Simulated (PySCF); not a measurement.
# A gas-phase reaction: Cl2FHSi + Cl2 → Cl3FSi + ClH

Wanted: the reaction energy for `F[SiH](Cl)Cl` + `ClCl` → `F[Si](Cl)(Cl)Cl` + `Cl`.

Computed with PySCF 2.14.0; each step states its level. No surroundings beyond the atoms listed, unless a continuum is named. Atoms count from 0, parts from 1.

## 1. Starting point

Each species was relaxed by itself at PBE0-D3(BJ)/def2-SVPD.

## 2. Energies of the species: wB97M-D3(BJ)/def2-TZVPD

What the job is given:

```
{"job": {"kind": "react", "xc": "wB97M-D3(BJ)", "basis": "def2-TZVPD"}, "charge": 0, "multiplicity": 1}
-1 Cl2FHSi charge 0 multiplicity 1
F      0.027120     1.370780    -0.933640
Si    -0.028360     0.080660     0.041630
Cl    -1.678480    -1.015950    -0.458840
Cl     1.662800    -1.023040    -0.273850
H     -0.105410     0.538670     1.438440

-1 Cl2 charge 0 multiplicity 1
Cl     1.014660     0.008970    -0.002530
Cl    -1.014720    -0.006620     0.003930

+1 Cl3FSi charge 0 multiplicity 1
F     -0.110450    -0.116660     1.711720
Si     0.004190     0.003340     0.109860
Cl    -0.048180     1.972870    -0.385540
Cl    -1.567180    -0.986500    -0.713870
Cl     1.763220    -0.833850    -0.467060

+1 ClH charge 0 multiplicity 1
Cl     0.644690     0.007030    -0.002280
H     -0.643450    -0.005860     0.003090
```

Level: wB97M-D3(BJ)/def2-TZVPD reaction energy of separated species, gas phase.

On the command line:

```bash
$ OMP_NUM_THREADS=1 python cluster_run.py task.json out
```

This one command runs all jobs of the session in turn.

Output:

```text
species 1 (Cl2FHSi)
coarse grid: 26816 points
cycle   1  E = -1310.6610528088  dE =  3.215e-01  |g| = 6.411e-01  |ddm| = 1.771e+00
cycle   2  E = -1310.6636721856  dE = -2.619e-03  |g| = 7.401e-01  |ddm| = 8.244e-01
cycle   3  E = -1310.7490373210  dE = -8.537e-02  |g| = 5.705e-02  |ddm| = 3.892e-01
cycle   4  E = -1310.7496800775  dE = -6.428e-04  |g| = 2.599e-02  |ddm| = 6.363e-02
cycle   5  E = -1310.7498140005  dE = -1.339e-04  |g| = 3.303e-03  |ddm| = 1.996e-02
cycle   6  E = -1310.7498197732  dE = -5.773e-06  |g| = 7.871e-04  |ddm| = 7.814e-03
final grid: 52400 points
cycle   7  E = -1310.7497074731  dE = -4.420e-07  |g| = 6.492e-04  |ddm| = 2.784e-03
cycle   8  E = -1310.7497075028  dE = -2.968e-08  |g| = 7.069e-04  |ddm| = 8.115e-04
cycle   9  E = -1310.7497075746  dE = -7.181e-08  |g| = 6.675e-05  |ddm| = 3.003e-04
cycle  10  E = -1310.7497075776  dE = -2.937e-09  |g| = 3.384e-05  |ddm| = 1.274e-04
cycle  11  E = -1310.7497075781  dE = -5.757e-10  |g| = 7.793e-06  |ddm| = 6.070e-05
converged SCF energy = -1310.7497075781

species 2 (Cl2)
coarse grid: 12632 points
cycle   1  E = -920.4762353222  dE =  6.388e-02  |g| = 2.472e-01  |ddm| = 1.180e+00
cycle   2  E = -920.4854152534  dE = -9.180e-03  |g| = 1.551e-01  |ddm| = 2.411e-01
cycle   3  E = -920.4902179079  dE = -4.803e-03  |g| = 1.247e-02  |ddm| = 9.692e-02
cycle   4  E = -920.4902873248  dE = -6.942e-05  |g| = 2.486e-03  |ddm| = 1.204e-02
cycle   5  E = -920.4902916806  dE = -4.356e-06  |g| = 2.986e-04  |ddm| = 3.875e-03
final grid: 23496 points
cycle   6  E = -920.4902476495  dE = -4.830e-08  |g| = 9.187e-05  |ddm| = 4.980e-04
cycle   7  E = -920.4902476530  dE = -3.542e-09  |g| = 4.798e-05  |ddm| = 1.125e-04
cycle   8  E = -920.4902476537  dE = -6.212e-10  |g| = 1.457e-05  |ddm| = 4.220e-05
converged SCF energy = -920.4902476537

species 3 (Cl3FSi)
coarse grid: 30664 points
cycle   1  E = -1770.3648847608  dE =  6.094e-01  |g| = 6.954e-01  |ddm| = 1.961e+00
cycle   2  E = -1770.3629051975  dE =  1.980e-03  |g| = 8.019e-01  |ddm| = 9.872e-01
cycle   3  E = -1770.4712560295  dE = -1.084e-01  |g| = 5.304e-02  |ddm| = 4.776e-01
cycle   4  E = -1770.4717339147  dE = -4.779e-04  |g| = 2.995e-02  |ddm| = 5.958e-02
cycle   5  E = -1770.4718983033  dE = -1.644e-04  |g| = 3.602e-03  |ddm| = 1.863e-02
cycle   6  E = -1770.4719040444  dE = -5.741e-06  |g| = 8.897e-04  |ddm| = 6.753e-03
final grid: 58768 points
cycle   7  E = -1770.4717967448  dE = -2.502e-07  |g| = 6.676e-04  |ddm| = 2.216e-03
cycle   8  E = -1770.4717967642  dE = -1.938e-08  |g| = 6.934e-04  |ddm| = 8.368e-04
cycle   9  E = -1770.4717968470  dE = -8.283e-08  |g| = 6.930e-05  |ddm| = 3.593e-04
cycle  10  E = -1770.4717968483  dE = -1.276e-09  |g| = 2.763e-05  |ddm| = 6.060e-05
cycle  11  E = -1770.4717968487  dE = -3.488e-10  |g| = 1.150e-05  |ddm| = 4.260e-05
converged SCF energy = -1770.4717968487

species 4 (ClH)
coarse grid: 8792 points
cycle   1  E = -460.8503333161  dE = -8.165e-02  |g| = 2.169e-01  |ddm| = 7.239e-01
cycle   2  E = -460.8625128030  dE = -1.218e-02  |g| = 1.397e-01  |ddm| = 2.651e-01
cycle   3  E = -460.8670521746  dE = -4.539e-03  |g| = 1.358e-02  |ddm| = 9.818e-02
cycle   4  E = -460.8670932576  dE = -4.108e-05  |g| = 3.364e-03  |ddm| = 9.545e-03
cycle   5  E = -460.8670995060  dE = -6.248e-06  |g| = 8.516e-04  |ddm| = 3.915e-03
final grid: 17120 points
cycle   6  E = -460.8670682408  dE = -3.716e-07  |g| = 3.676e-04  |ddm| = 8.892e-04
cycle   7  E = -460.8670682871  dE = -4.627e-08  |g| = 1.618e-04  |ddm| = 3.981e-04
cycle   8  E = -460.8670682937  dE = -6.573e-09  |g| = 4.221e-05  |ddm| = 1.295e-04
cycle   9  E = -460.8670682950  dE = -1.315e-09  |g| = 3.974e-06  |ddm| = 6.531e-05
cycle  10  E = -460.8670682950  dE = -6.082e-12  |g| = 8.166e-07  |ddm| = 3.313e-06
converged SCF energy = -460.8670682950

Reaction energy = -62.699 kcal/mol
```

Run time: 20 s. Hardware: 1 thread of Arm Neoverse V2, shared host; peak memory 0.77 GiB.

Species by species (with the dispersion term, which the log's SCF energies lack):

| ν | species | energy (Eh) | HOMO (eV) |
| --- | --- | --- | --- |
| -1 | F[SiH](Cl)Cl | -1310.75509 | -12.03 |
| -1 | ClCl | -920.49147 | -11.18 |
| +1 | F[Si](Cl)(Cl)Cl | -1770.47887 | -12.01 |
| +1 | Cl | -460.86761 | -11.93 |

## 3. Reaction energy: PBE0-D3(BJ)/def2-TZVPD

Same as in step 2 but for these lines:

```diff
@@ -1,2 +1,2 @@
-{"job": {"kind": "react", "xc": "wB97M-D3(BJ)", "basis": "def2-TZVPD"}, "charge": 0, "multiplicity": 1}
+{"job": {"kind": "react", "xc": "PBE0", "basis": "def2-TZVPD", "disp": "d3bj"}, "charge": 0, "multiplicity": 1}
 -1 Cl2FHSi charge 0 multiplicity 1
```

With the program's defaults for keys left out, this is: PBE0-D3(BJ)/def2-TZVPD reaction energy of separated species, gas phase.

Output:

```text
species 1 (Cl2FHSi)
coarse grid: 6584 points
cycle   1  E = -1310.0048920620  dE =  3.225e-01  |g| = 5.968e-01  |ddm| = 1.842e+00
cycle   2  E = -1309.9160010420  dE =  8.889e-02  |g| = 9.708e-01  |ddm| = 8.874e-01
cycle   3  E = -1310.0684603541  dE = -1.525e-01  |g| = 6.740e-02  |ddm| = 5.240e-01
cycle   4  E = -1310.0691756690  dE = -7.153e-04  |g| = 3.239e-02  |ddm| = 7.455e-02
cycle   5  E = -1310.0693663961  dE = -1.907e-04  |g| = 6.037e-03  |ddm| = 2.388e-02
cycle   6  E = -1310.0693750787  dE = -8.683e-06  |g| = 1.982e-03  |ddm| = 5.447e-03
final grid: 52400 points
cycle   7  E = -1310.0739402744  dE = -2.362e-05  |g| = 4.312e-03  |ddm| = 1.903e-02
cycle   8  E = -1310.0739381579  dE =  2.117e-06  |g| = 4.879e-03  |ddm| = 6.241e-03
cycle   9  E = -1310.0739433663  dE = -5.208e-06  |g| = 5.340e-04  |ddm| = 3.797e-03
cycle  10  E = -1310.0739434251  dE = -5.878e-08  |g| = 1.502e-04  |ddm| = 3.704e-04
cycle  11  E = -1310.0739434284  dE = -3.272e-09  |g| = 4.899e-05  |ddm| = 1.057e-04
cycle  12  E = -1310.0739434288  dE = -4.279e-10  |g| = 8.224e-06  |ddm| = 2.652e-05
converged SCF energy = -1310.0739434288

species 2 (Cl2)
coarse grid: 3248 points
cycle   1  E = -920.0848702047  dE =  1.015e-01  |g| = 1.608e-01  |ddm| = 1.191e+00
cycle   2  E = -920.0872206725  dE = -2.350e-03  |g| = 8.739e-02  |ddm| = 1.235e-01
cycle   3  E = -920.0886035511  dE = -1.383e-03  |g| = 3.229e-02  |ddm| = 7.027e-02
cycle   4  E = -920.0888546811  dE = -2.511e-04  |g| = 5.428e-04  |ddm| = 2.039e-02
cycle   5  E = -920.0888547904  dE = -1.093e-07  |g| = 2.230e-04  |ddm| = 9.350e-04
final grid: 23496 points
cycle   6  E = -920.0901486968  dE = -8.697e-06  |g| = 2.709e-03  |ddm| = 7.419e-03
cycle   7  E = -920.0901491301  dE = -4.333e-07  |g| = 1.503e-03  |ddm| = 3.011e-03
cycle   8  E = -920.0901493691  dE = -2.389e-07  |g| = 1.101e-04  |ddm| = 1.206e-03
cycle   9  E = -920.0901493716  dE = -2.575e-09  |g| = 4.180e-05  |ddm| = 9.860e-05
cycle  10  E = -920.0901493720  dE = -3.984e-10  |g| = 3.007e-06  |ddm| = 2.417e-05
converged SCF energy = -920.0901493720

species 3 (Cl3FSi)
coarse grid: 7584 points
cycle   1  E = -1769.5183330424  dE =  5.755e-01  |g| = 6.278e-01  |ddm| = 2.045e+00
cycle   2  E = -1769.4204498486  dE =  9.788e-02  |g| = 1.007e+00  |ddm| = 1.026e+00
cycle   3  E = -1769.5903197875  dE = -1.699e-01  |g| = 6.999e-02  |ddm| = 6.068e-01
cycle   4  E = -1769.5910974597  dE = -7.777e-04  |g| = 3.009e-02  |ddm| = 7.291e-02
cycle   5  E = -1769.5912298314  dE = -1.324e-04  |g| = 8.465e-03  |ddm| = 2.284e-02
cycle   6  E = -1769.5912473350  dE = -1.750e-05  |g| = 2.290e-03  |ddm| = 7.159e-03
cycle   7  E = -1769.5912485245  dE = -1.189e-06  |g| = 2.626e-04  |ddm| = 1.460e-03
final grid: 58768 points
cycle   8  E = -1769.5964741008  dE = -2.466e-05  |g| = 4.223e-03  |ddm| = 2.110e-02
cycle   9  E = -1769.5964741019  dE = -1.086e-09  |g| = 3.641e-03  |ddm| = 5.008e-03
cycle  10  E = -1769.5964758680  dE = -1.766e-06  |g| = 9.404e-04  |ddm| = 2.810e-03
cycle  11  E = -1769.5964760268  dE = -1.588e-07  |g| = 9.649e-05  |ddm| = 5.701e-04
cycle  12  E = -1769.5964760284  dE = -1.647e-09  |g| = 3.680e-05  |ddm| = 9.559e-05
cycle  13  E = -1769.5964760287  dE = -2.574e-10  |g| = 1.210e-05  |ddm| = 3.009e-05
converged SCF energy = -1769.5964760287

species 4 (ClH)
coarse grid: 2248 points
cycle   1  E = -460.6537841307  dE = -4.644e-02  |g| = 1.882e-01  |ddm| = 7.411e-01
cycle   2  E = -460.6558529102  dE = -2.069e-03  |g| = 1.902e-01  |ddm| = 3.151e-01
cycle   3  E = -460.6653815620  dE = -9.529e-03  |g| = 1.506e-02  |ddm| = 1.513e-01
cycle   4  E = -460.6654036190  dE = -2.206e-05  |g| = 2.693e-03  |ddm| = 7.323e-03
cycle   5  E = -460.6654051669  dE = -1.548e-06  |g| = 1.111e-03  |ddm| = 2.553e-03
final grid: 17120 points
cycle   6  E = -460.6658903514  dE = -4.429e-06  |g| = 2.164e-03  |ddm| = 7.337e-03
cycle   7  E = -460.6658903809  dE = -2.952e-08  |g| = 1.795e-03  |ddm| = 2.512e-03
cycle   8  E = -460.6658909986  dE = -6.177e-07  |g| = 1.533e-04  |ddm| = 1.363e-03
cycle   9  E = -460.6658910055  dE = -6.899e-09  |g| = 2.148e-05  |ddm| = 1.086e-04
cycle  10  E = -460.6658910056  dE = -1.014e-10  |g| = 4.933e-06  |ddm| = 1.681e-05
converged SCF energy = -460.6658910056

Reaction energy = -62.434 kcal/mol
```

Run time: 11 s. Hardware: 1 thread of Arm Neoverse V2, shared host; peak memory 0.65 GiB.

Reaction energy at this level: -62.43 kcal/mol.

## 4. Side by side

Energies in kcal/mol, with wall time:

| run | reaction | time |
| --- | --- | --- |
| wB97M-D3(BJ)/def2-TZVPD | -62.70 | 20 s |
| PBE0-D3(BJ)/def2-TZVPD | -62.43 | 11 s |

## 5. What came out

```
                                                quantity                      value
               reaction energy (wB97M-D3(BJ)/def2-TZVPD)            -62.70 kcal/mol
                     ΔH, ΔG at 298 K (xTB thermal terms)      -63.4, -62.4 kcal/mol
range of the reaction energy over the runs of this table  -62.70 to -62.43 kcal/mol
```

In words: The reaction is exothermic by 63.4 kcal/mol in the gas phase; dispersion gives -0.63, and xTB itself gave -25.50 for the electronic energy (xTB energies and thermal terms come from the earlier relaxation of each species, not shown). No barrier was sought. xTB and this level differ widely in the electronic energy, so what comes from xTB (the thermal terms above all) is less safe here. The reaction energy runs from -62.70 (wB97M-D3(BJ)/def2-TZVPD) to -62.43 kcal/mol (PBE0-D3(BJ)/def2-TZVPD).
